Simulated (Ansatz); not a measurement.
# IrPt3, space group Pm-3m: a comparison of norm-conserving and PAW potentials

Computed with the Python package of Ansatz (0.2.0).

Contents of `irpt3.cif`:
```cif
data_IrPt3
_cell_length_a 3.951253
_cell_length_b 3.951253
_cell_length_c 3.951253
_cell_angle_alpha 90.00000
_cell_angle_beta 90.00000
_cell_angle_gamma 90.00000
_symmetry_space_group_name_H-M 'P 1'
_symmetry_Int_Tables_number 1
loop_
_symmetry_equiv_pos_as_xyz
'x, y, z'
loop_
_atom_site_label
_atom_site_type_symbol
_atom_site_fract_x
_atom_site_fract_y
_atom_site_fract_z
Ir1 Ir    0.000000    0.000000    0.000000
Pt2 Pt    0.000000    0.500000    0.500000
Pt3 Pt    0.500000    0.000000    0.500000
Pt4 Pt    0.500000    0.500000    0.000000
```

Run as a notebook:

**Cell 1**
```python
import ansatz
from ase.io import read
import numpy as np
```

**Cell 2**
```python
def count_gap(report):
    # lowest empty less highest filled band, counting bands; zero where they overlap
    return max(report.get("gap_by_band_count_ev") or 0.0, 0.0)
```

**Cell 3**
```python
atoms = read("irpt3.cif")
irpt3 = ansatz.Crystal.from_ase(atoms)

job = (
    irpt3.calculation()
    .occupations("fermi_dirac")
    .functional(ansatz.Functional.PBESOL)
    .kpoints(spacing=0.26)
    .stress()
    .forces()
    .band_table()
)
variants = {
    "PAW": job.pseudopotentials("paw"),
    "norm-conserving": job.pseudopotentials("nc"),
}
# totals differ by the cores that each treatment holds, so compare what does not depend on them
rows = []
for label, variant in variants.items():
    summary = variant.run().report
    levels = np.array(summary["eigenvalues_ev"][0]) - summary["fermi_energy_ev"]
    print(label, "levels at the first k-point near E_F:", np.round(levels[np.abs(levels) < 5], 3))
    rows.append((label, summary["n_electrons"], np.trace(summary["stress_gpa"]) / 3, count_gap(summary)))
print("     treatment  electrons in bands           P GPa  gap by band count eV")
for row in rows:
    print(f"{str(row[0]):>14s}  {row[1]:18.1f}  {row[2]:14.3f}  {row[3]:20.3f}")
```
Output:
```text
DeckWarning: basis.ecutwfc = 420 eV, auto-derived from the records' recommended cutoffs: set by Ir (normal level)
PAW levels at the first k-point near E_F: [-3.688 -3.688 -3.688 -1.567 -1.567 -0.173  0.292  0.292  0.292  0.378
  0.378  0.994  0.994  0.994  1.671  1.671  1.671]
DeckWarning: basis.ecutwfc = 1142.878222 eV, auto-derived from the records' recommended cutoffs: set by Pt (normal level)
norm-conserving levels at the first k-point near E_F: [-3.683 -3.683 -3.683 -1.562 -1.562 -0.169  0.292  0.292  0.292  0.38
  0.38   0.99   0.99   0.99   1.663  1.663  1.663]
     treatment  electrons in bands           P GPa  gap by band count eV
           PAW                71.0         -11.332                 0.000
norm-conserving                71.0         -11.814                 0.000
```

PAW gives -11.332 GPa and norm-conserving -11.814 GPa, 0.48 GPa apart (a gap this large is an error of one set of files, which an all-electron run can settle). They took 2.0 and 9.3 s of processor time.

Total energies depend on the potentials; only differences at equal settings carry meaning. A total without «per atom» is that of the cell as typed. The computed bands are complete only to about 6.0 eV above the Fermi level. The mesh is modest for a metal, so energies can be off by several to tens of meV an atom and pressures by half a GPa or more; differences at equal mesh fare better. A gap by band count of zero or less means overlapping bands, a metal, and at an odd count of electrons it is no gap at all. At these settings the cell as given stands under about -11 GPa, so it isn't at this functional's equilibrium volume. This cell is a computed structure, which may not be the phase found in nature. Gaps and levels are Kohn-Sham values on a finite set of k-points, without spin-orbit coupling. Warnings are shown shortened and without file and line. Stress is positive in compression. Wall time of the script: 12 s on 1 thread of Arm Neoverse V2 (shared host), peak memory 0.58 GiB.

(A comment or docstring line of the script was reworded after the run, the code is as it ran; lines on the test bed's own set-up are left out of the output.)
